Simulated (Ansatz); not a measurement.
Crystal: NiMoIrPdW.

```
Ni Mo Pd Ir W
1.0
     2.76616    0.00000    0.00000
    -1.38308    2.39557    0.00000
     0.00000    0.00000   11.02292
Ni Mo Pd Ir W
1 1 1 1 1
Direct
  0.33333 0.66667 0.59712
  0.00000 0.00000 0.41074
  0.66667 0.33333 0.79520
  0.66667 0.33333 0.19960
  0.33333 0.66667 0.99734
```

The cell was built by a generator and needn't be a form met in nature.

```yaml
Program: Ansatz 0.2.0
Task: relaxation of cell and atoms
Functional: RPBE
Potentials_or_basis: Ansatz PAW
Cutoff: "420 eV (not typed: the program's choice for these potentials)"
k_mesh: 8 × 8 × 2
Occupations: fermi-dirac, width 0.05 eV
Spin: collinear spin, ferromagnetic start
Starting_moments: "[1.0, 1.0, 0.0, 0.6, 0.0] μB"
```

At the start: volume 14.61 Å³/atom.

Problem. How do energy, volume and symmetry change on relaxing?

Solution. It ends after 6 steps and the volume is 14.88 Å³/atom (+1.9 %); space group P3m1 (No. 156, to 0.05 Å); moment 0.00 μB per cell.

The path:
| step | energy change (eV) | largest force (eV/Å) | volume (Å³) |
| --- | --- | --- | --- |
| 1 | 0.0000 | 0.0776 | 73.04 |
| 2 | -0.0182 | 0.0568 | 74.34 |
| 3 | -0.0185 | 0.0200 | 74.40 |
| 4 | -0.0186 | 0.0117 | 74.41 |
| 5 | -0.0186 | 0.0011 | 74.41 |
| 6 | -0.0191 | 0.0009 | 74.41 |

Final structure:
```
CELL_PARAMETERS angstrom
2.77993 0.00000 0.00000
-1.38996 2.40749 0.00000
0.00000 0.00000 11.11849
ATOMIC_POSITIONS crystal
Ni 0.33333 0.66667 0.59607
Mo 0.00000 0.00000 0.40961
Pd 0.66667 0.33333 0.79611
Ir 0.66667 0.33333 0.19989
W 0.33333 0.66667 0.99831
```

Caveat: the plane-wave basis is chosen anew once the cell has moved, so the energies of steps on either side of that aren't comparable; the PAW data sets come from PBE, with cores solved anew for the run's functional, which leaves a small shift of forces and pressure; the starting moments weren't kept.
